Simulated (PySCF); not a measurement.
# C2H7AsP: the cost of one run

Computed with PySCF 2.14.0 and routines of our own; the level stands in each step. Atoms count from 0.

### Step 1. The system as given

11 atoms, charge -1, multiplicity 1; geometry from: GFN2-xTB.

### Step 2. Geometry optimisation at PBE0-D3(BJ)/def2-SVP

What the job is given:

```
{"job": {"xc": "PBE0", "basis": "def2-SVP", "d3": "d3bj", "grid": 1, "kind": "geom"}, "charge": -1, "multiplicity": 1}
C      1.526693    -0.327024    -0.022842
As    -0.127536     0.205163     0.948238
C     -1.307599    -0.777853    -0.326255
P     -0.363892     2.309355     0.232352
H      2.412467     0.067600     0.479345
H      1.619311    -1.414601    -0.080757
H      1.507046     0.077880    -1.034777
H     -1.172007    -0.386664    -1.334830
H     -2.358295    -0.653282    -0.055825
H     -1.077641    -1.846272    -0.329729
H     -0.653122     2.748369     1.499117
```

The run is started by

```console
> OMP_NUM_THREADS=1 python excited_run.py task.json out
```

This one command runs all jobs of the session in turn.

Q: Estimate the wall time and peak memory of this first job on 1 thread of Intel Xeon at 2.60GHz, shared host.

About 25 s, with a peak of 0.52 GiB.
